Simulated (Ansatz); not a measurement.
# Cu3GeS4 (element-swapped structure): how the settings move a single-point run, part 2 of 2

Aim: see which settings change the result for Cu3GeS4 (element-swapped structure), by how much, and at what cost.

Ansatz 0.2.0; reference level DFT PBE, plane waves, PAW, scalar-relativistic, no spin polarisation. The steps go on from the part before.

## 6. Changed: mp_grid.grid [3, 3, 3]

Input file input.yaml:

```yaml
crystal:
  lattice:
    - [5.375262, 0.0, 0.0]
    - [0.0, 5.375262, 0.0]
    - [0.0, 0.0, 5.375262]
  atoms:
    - { symbol: Ge, position: [0.0, 0.0, 0.0] }
    - { symbol: Cu, position: [0.5, 0.0, 0.0] }
    - { symbol: Cu, position: [0.0, 0.5, 0.0] }
    - { symbol: Cu, position: [0.0, 0.0, 0.5] }
    - { symbol: S, position: [0.235, 0.235, 0.235] }
    - { symbol: S, position: [0.235, 0.765, 0.765] }
    - { symbol: S, position: [0.765, 0.765, 0.235] }
    - { symbol: S, position: [0.765, 0.235, 0.765] }
  symmetry: { tolerance: 0.0003 }
kpoints:
  mp_grid: { grid: [3, 3, 3], shift: [0, 0, 0] }
magnetization:
  spin_polarized: false
scf:
  occupations: { method: fermi_dirac }
hamiltonian:
  pseudopotentials: { kind: paw }
  xc: pbe
basis:
  ecutwfc: 420
output:
  forces: true
  stress: true
  eigenvalues: true
```

On the command line:

```sh
$ ansatz run input.yaml --threads 1 --pin off --max-ram 2560MiB --backend cpu --events-out ev --progress --plain --runs-dir out
```

Log:

```text
Warning: RAYON_NUM_THREADS=1 ignored (pool sized by the plan → 1); use --threads N
Engine: ansatz 0.2.0, x86_64-unknown-linux-gnu
Pseudopotentials: kind: paw
Pseudopotential: Ge, paw, valence charge 14, recommended cutoff 420 eV (normal), Ge.paw.azcp
Pseudopotential: Cu, paw, valence charge 19, recommended cutoff 420 eV (normal), Cu.paw.azcp
Pseudopotential: S, paw, valence charge 6, recommended cutoff 420 eV (normal), S.paw.azcp
Functional definition: PBE
  parameter kappa = 0.804
  parameter beta = 0.06672455060314922
  exchange = pbe_x(kappa = kappa, mu = beta*pi^2/3)
  correlation = pbe_c(beta = beta)
Crystal: 8 atoms, lattice volume = 155.310 Å³
Basis set: ecut = 420 eV, 2969 PW (Γ), exchange–correlation on 72×72×72 points (8 copies of the dense FFT grid, shifted against one another)
Bands: 57, of which v1, the nominal top of the filled ones, is band 48 counted from 1 (47 counted from 0)
Symmetry: 24 space group operations
Space group: P-43m (ITA 215), of the structure as read, at distance tolerance 1.6e-3 Å
k-points: 4 of 27 (time reversal used)
Non-local potential: Ge, projectors of the file, l = 0: 2, l = 1: 2, l = 2: 3, l = 3: 1
Non-local potential: Cu, projectors of the file, l = 0: 3, l = 1: 2, l = 2: 3, l = 3: 1
Non-local potential: S, projectors of the file, l = 0: 2, l = 1: 2, l = 2: 2
PAW form: soft (Blöchl's): semilocal exchange-correlation on the pseudo side does not see the compensation charge
PAW one-centre angular grid: Ge, 590 points (default); XC on 64 Gauss nodes
PAW one-centre angular grid: Cu, 590 points (default); XC on 64 Gauss nodes
PAW one-centre angular grid: S, 110 points (default); XC on 64 Gauss nodes
Initial density: superposition of atomic densities (neutral atoms: chi_scale 0, normalization atom), corrected by the library's trained network
Initial wavefunctions: pseudopotential atomic-orbital guess
Functional: x = pbe(κ = 0.804, μ = 0.2195149727645171), c = pbe(β = 0.06672455060314922)
SCF iter   1: F=—  HF=-27779.458928 eV  |F-HF|=—  |Δ(HF+E_count)|=         —  Δρ=3.55e-3  dr2=1.43e-2  ethr=1.77e-3  ⟨swp⟩=7.8  Hψ=940  notcnv=0
preconditioner: auto → LDOS  [insulator: Δε(μ)=0.392 eV  Ē_g=12.049 eV  σ=0.100 eV  W_gap=0.61  n_scr=32 (ndim 8)  ℏωp=25.1 eV  f_vac=0.175  D(μ)=5.84/eV (n_scr^D=32)  ε∞_Penn≈5.3  β→1.0]
SCF iter   2: F=—  HF=-27779.457847 eV  |F-HF|=—  |Δ(HF+E_count)|=   1.08e-3  Δρ=2.19e-3  dr2=7.53e-3  ethr=1.51e-5  ⟨swp⟩=2.2  Hψ=400  notcnv=0
SCF iter   3: F=—  HF=-27779.457879 eV  |F-HF|=—  |Δ(HF+E_count)|=   3.13e-5  Δρ=1.39e-3  dr2=6.03e-3  ethr=7.92e-6  ⟨swp⟩=2.0  Hψ=357  notcnv=0
automatic band count: iteration 3 solves 55 bands in place of 57: the levels show a gap, and the empty bands left out lie too high to hold charge; the band table lists the bands solved (type scf.n_extra_bands for more)
SCF iter   4: F=—  HF=-27779.456752 eV  |F-HF|=—  |Δ(HF+E_count)|=   1.13e-3  Δρ=1.05e-3  dr2=1.43e-3  ethr=6.34e-6  ⟨swp⟩=2.0  Hψ=339  notcnv=0
SCF iter   5: F=—  HF=-27779.456701 eV  |F-HF|=—  |Δ(HF+E_count)|=   5.15e-5  Δρ=6.42e-4  dr2=3.31e-4  ethr=1.50e-6  ⟨swp⟩=2.0  Hψ=314  notcnv=0
SCF iter   6: F=—  HF=-27779.456622 eV  |F-HF|=—  |Δ(HF+E_count)|=   7.86e-5  Δρ=4.70e-5  dr2=1.58e-6  ethr=3.49e-7  ⟨swp⟩=2.5  Hψ=354  notcnv=0
SCF iter   7: F=—  HF=-27779.456397 eV  |F-HF|=—  |Δ(HF+E_count)|=   2.26e-4  Δρ=1.16e-5  dr2=1.03e-7  ethr=1.66e-9  ⟨swp⟩=2.0  Hψ=357  notcnv=0
SCF iter   8: F=-27779.456397 eV  HF=-27779.456397 eV  |F-HF|=6.03e-9  |Δ(HF+E_count)|=   2.66e-7  Δρ=4.69e-6  dr2=1.92e-8  ethr=1.05e-10  ⟨swp⟩=6.5  Hψ=869  notcnv=0
SCF 1 converged in 8 iterations: F = -27779.456397 eV  dr2 = 1.92e-8
SCF converged after 8 iterations
Free energy (F): -27779.456397 eV
Harris-Foulkes:  -27779.456397 eV  (|F-HF|=6.03e-9)
Internal energy: -27779.275954 eV  (E = F + TS)
E sigma→0 (E₀):  -27779.366176 eV
Entropy (-TS):   -0.180443 eV (-22.555 meV/atom)
Fermi energy:    7.479998 eV
--- Per-component energies (eV) ---
  E_band       = -1745.688853
  E_kinetic    = 1447.034736
  E_local      = -22499.683665  (includes V_loc(G=0)·N_el)
  E_nonlocal   = 1722.713221
  E_hartree    = 10030.358839
  E_xc         = -733.430124
  E_vxc        = -762.227016  (∫ρ·V_xc dr)
  E_paw        = -9424.680320  (= ΣΔE_a)
  E_vpaw       = -1714.258469  (= ΣTr[D̂ρ^β])
  E_aug_tail   = 0.001299  (compensation charges beyond the density's cutoff)
  E_ewald      = -8321.589941
  E_smearing   = -0.180443  (= −TS)
  E_closure    = 0.000000  (closes the sum)
  Σ components = -27779.456397   (vs F -27779.456397, Δ=0.00e0)
--- Forces (eV/Å), atoms counted from 1 ---
  atom   1  Ge    -0.00000000     0.00000000    -0.00000000
  atom   2  Cu     0.00000000    -0.00000000    -0.00000000
  atom   3  Cu     0.00000000    -0.00000000     0.00000000
  atom   4  Cu     0.00000000    -0.00000000     0.00000000
  atom   5  S      0.82443586     0.82443586     0.82443586
  atom   6  S      0.82443586    -0.82443586    -0.82443586
  atom   7  S     -0.82443586    -0.82443586     0.82443586
  atom   8  S     -0.82443586     0.82443586    -0.82443586
  max |Σ_I F_I| component: 3.33e-16 eV/Å
--- Stress (GPa, compression-positive) ---
        9.342475       0.000000       0.000000
        0.000000       9.342475      -0.000000
        0.000000      -0.000000       9.342475
  P = ⅓ Tr σ = 9.3425 GPa (93.425 kbar)
--- Band table (eV) ---
  k-point 0: bands = ["-104.6450", "-104.6450", "-104.6450", "-62.1244", "-62.1244", "-62.1244", "-61.9949", "-61.9949", "-61.9949", "-61.9948", "-61.9948", "-61.9948", "-18.1208", "-18.1208", "-18.1208", "-18.0713", "-18.0713", "-8.0893", "-5.7140", "-5.7140", "-5.7140", "-1.0917", "1.7339", "1.7339", "2.5027", "2.5027", "2.5027", "3.6518", "3.6518", "3.6518", "3.6546", "3.6546", "3.6546", "4.8842", "4.8842", "5.0878", "5.0878", "5.0878", "5.3428", "5.3428", "5.3861", "5.7298", "5.9669", "5.9669", "5.9669", "7.8103", "7.8103", "7.8103", "8.8335", "10.0313", "10.6963", "10.6963", "10.6963", "12.3942", "12.3942"]
  k-point 1: bands = ["-104.6450", "-104.6450", "-104.6450", "-62.1244", "-62.1244", "-62.1244", "-61.9949", "-61.9949", "-61.9949", "-61.9948", "-61.9948", "-61.9948", "-18.1208", "-18.1208", "-18.1208", "-18.0713", "-18.0703", "-7.9316", "-6.0260", "-5.7063", "-5.7063", "-0.8291", "1.7069", "1.9862", "2.3849", "2.3849", "2.5160", "3.0965", "3.2776", "3.5651", "3.5651", "3.7033", "3.7033", "4.9149", "5.0765", "5.1249", "5.2482", "5.2482", "5.2510", "5.3717", "5.4704", "5.9467", "6.0807", "6.0807", "6.1123", "6.9676", "7.3720", "7.3720", "9.5291", "10.8920", "11.3543", "11.6977", "11.6977", "12.7953", "13.0641"]
  k-point 2: bands = ["-104.6450", "-104.6450", "-104.6450", "-62.1245", "-62.1244", "-62.1243", "-61.9950", "-61.9949", "-61.9949", "-61.9948", "-61.9948", "-61.9947", "-18.1208", "-18.1208", "-18.1207", "-18.0708", "-18.0698", "-7.7823", "-5.9824", "-5.9651", "-5.7391", "-0.6786", "1.6579", "1.6678", "1.9235", "2.5305", "2.8448", "3.1470", "3.3640", "3.4505", "3.4960", "3.5746", "3.7019", "5.0248", "5.1168", "5.1441", "5.2118", "5.3345", "5.3524", "5.3905", "5.8402", "5.9196", "5.9204", "6.1852", "6.5701", "6.7717", "6.8757", "7.4181", "9.7744", "11.4258", "11.8205", "11.8953", "12.0952", "13.2788", "13.3341"]
  k-point 3: bands = ["-104.6450", "-104.6450", "-104.6450", "-62.1247", "-62.1243", "-62.1243", "-61.9950", "-61.9949", "-61.9949", "-61.9947", "-61.9947", "-61.9947", "-18.1207", "-18.1207", "-18.1207", "-18.0698", "-18.0698", "-7.6427", "-5.9720", "-5.9496", "-5.9496", "-0.6971", "1.3668", "1.3668", "1.4591", "3.1302", "3.1302", "3.3027", "3.3797", "3.4203", "3.4203", "3.6876", "3.6876", "5.0598", "5.0598", "5.1413", "5.2240", "5.2240", "5.2591", "5.7260", "5.8575", "5.8575", "6.1622", "6.4284", "6.4284", "7.1211", "7.3363", "7.3363", "9.3450", "11.4623", "11.7932", "11.7932", "11.8809", "12.5890", "12.5890"]
```

Wall time 2.6 s (1 thread of an x86-64 CPU, shared host); peak memory 0.41 GiB.

Changing the k-point mesh moves the energy by +2.6 meV/atom, and the largest force goes from 1.41 to 1.43 eV/Å. The energy is not variational in the mesh, so the sign tells nothing.

## 7. Side by side

What follows sums up all 2 parts.

```csv
run,ending,energy change,pressure (GPa),gap (eV),force (eV/Å),cycles,time
reference,converged,0,9.2,0.00,1.41,8,6.8 s
"1: scf.algorithm density_mixing, hubbard.sites [{species: Cu, l: d, u_eff: 4.0}], hubbard.double_counting fll",converged,+179.3 meV/atom (U changed: no physical gain or loss),10.0,0.00,1.38,10,8.3 s
"2: eigensolver.kind davidson, mixing.algorithm broyden, mixing.beta 0.9, mixing.ndim 16, basis.precision f64",converged,0.0 meV/atom,9.2,0.00,1.41,10,11 s
"3: starting moments, spin_polarized true, preconditioner local_kerker",converged,0.0 meV/atom,9.2,0.00,1.41,18,44 s
"4: mp_grid.grid [3, 3, 3]",converged,+2.6 meV/atom,9.3,0.00,1.43,8,2.6 s
```

Times don't compare one to one where runs were asked for different outputs or read a saved state (see the inputs); cycles may leave out searches for a lower state.

Residual by cycle in the longest SCF loop of each run; runs are numbered as in the table. The quantity is the density residual dr2, in eV.

```csv
cycle,reference,run 1,run 2,run 3,run 4
1,0.0131,1.89,0.0143,42.4,0.0143
3,0.00634,0.0358,0.00462,1.03,0.00603
4,8.5e-4,0.0177,4.7e-4,0.629,0.00143
6,1.7e-6,0.00173,2.3e-5,0.0945,1.6e-6
7,1.4e-7,3.0e-4,7.7e-8,0.00848,1.0e-7
9,-,7.8e-7,1.1e-7,0.14,-
10,-,4.0e-8,6.8e-9,0.0034,-
12,-,-,-,0.0192,-
13,-,-,-,5.6e-4,-
15,-,-,-,9.9e-8,-
16,-,-,-,4.9e-7,-
18,-,-,-,7.1e-10,-
```

Of the converged runs whose energies compare with the reference's, «mp_grid.grid [3, 3, 3]» moves the energy most (+2.6 meV/atom). A changed U is a change of model: its shifts are not errors of convergence. Of the variants the dearest is «starting moments, spin_polarized true, preconditioner local_kerker» (44 s), the cheapest «mp_grid.grid [3, 3, 3]» (2.6 s), on a shared host.

The reference has limits of its own: the structure is made up and not relaxed.
